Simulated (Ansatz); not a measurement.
Ti, space group P6_3/mmc, a projected density of states

Run with Ansatz 0.2.0, Python API.

`ti.cif`
```cif
data_Ti
_cell_length_a 2.950000
_cell_length_b 2.950000
_cell_length_c 4.680000
_cell_angle_alpha 90.00000
_cell_angle_beta 90.00000
_cell_angle_gamma 120.00000
_symmetry_space_group_name_H-M 'P 1'
_symmetry_Int_Tables_number 1
loop_
_symmetry_equiv_pos_as_xyz
'x, y, z'
loop_
_atom_site_label
_atom_site_type_symbol
_atom_site_fract_x
_atom_site_fract_y
_atom_site_fract_z
Ti1 Ti    0.333333    0.666667    0.250000
Ti2 Ti    0.666667    0.333333    0.750000
```

The script, `pdos_ti.py`:
```python
"""Which atoms and shells make the states of Ti."""

import warnings

import ansatz as az
from ase.io import read
import numpy as np


def main() -> None:
    warnings.simplefilter("ignore", az.DeckWarning)

    atoms = read("ti.cif")
    crystal = az.Crystal.from_ase(atoms)

    job = (
        crystal.calculation()
        .kpoints(13, 13, 7)  # sampling of the Brillouin zone
        .occupations(az.OccupationsMethod.GAUSSIAN, width=0.15)  # fractional filling near the Fermi level
        .scf(extra_bands=10)
        .density_of_states(projected=True, method="smearing", broadening_width=0.15, energy_step=0.1)  # states per eV and cell
    )
    out = job.run(threads=1, backend="cpu")
    data = out.report

    dos = out.density_of_states()
    energy = np.asarray(dos.energies_ev) - dos.fermi_ev
    curves = {}
    for site in out.projected_density_of_states().sites:
        for shell in site.shells:
            weight = sum(np.sum(curve.g_bin_mean_per_ev, axis=0) for curve in shell.curves)
            name = f"{site.species} {shell.label}"
            curves[name] = curves.get(name, 0) + weight

    step = energy[1] - energy[0]
    windows = [(-6, -3), (-3, 0), (0, 6)]
    print("states by shell in windows of E - E_F (eV):", windows)
    for name, g in curves.items():
        print(f"{name:8s}", " ".join(f"{step * g[(energy >= a) & (energy < b)].sum():8.3f}" for a, b in windows))
    filled = (energy < 0) & (energy > -6)
    for name, g in curves.items():
        if g[filled].sum() * step > 0.5:
            print(f"centre of {name}: {np.average(energy[filled], weights=g[filled]):.2f} eV")


if __name__ == "__main__":
    main()
```

Output of `python pdos_ti.py`:
```text
states by shell in windows of E - E_F (eV): [(-6, -3), (-3, 0), (0, 6)]
Ti 3S       0.061    0.014    0.050
Ti 4S       0.794    0.877    0.824
Ti 3P       0.021    0.048    0.019
Ti 3D       0.127    5.700   13.674
centre of Ti 4S: -3.04 eV
centre of Ti 3D: -1.33 eV
```

No functional is typed, so the default, PBE, holds. Curves are summed over the cell's atoms. Only shells that the potentials hold have channels, so projections don't add up to the total, least of all where a shell is missing (p of most metals); heights and places of peaks move with the mesh. The computed bands are complete only to about 8.4 eV above the Fermi level; beyond that the density of states is undercounted. A band centre counts only the states inside the window taken. Hardware and time: 6 s on 1 thread of Arm Neoverse N1, on a shared host, peak memory 0.43 GiB.
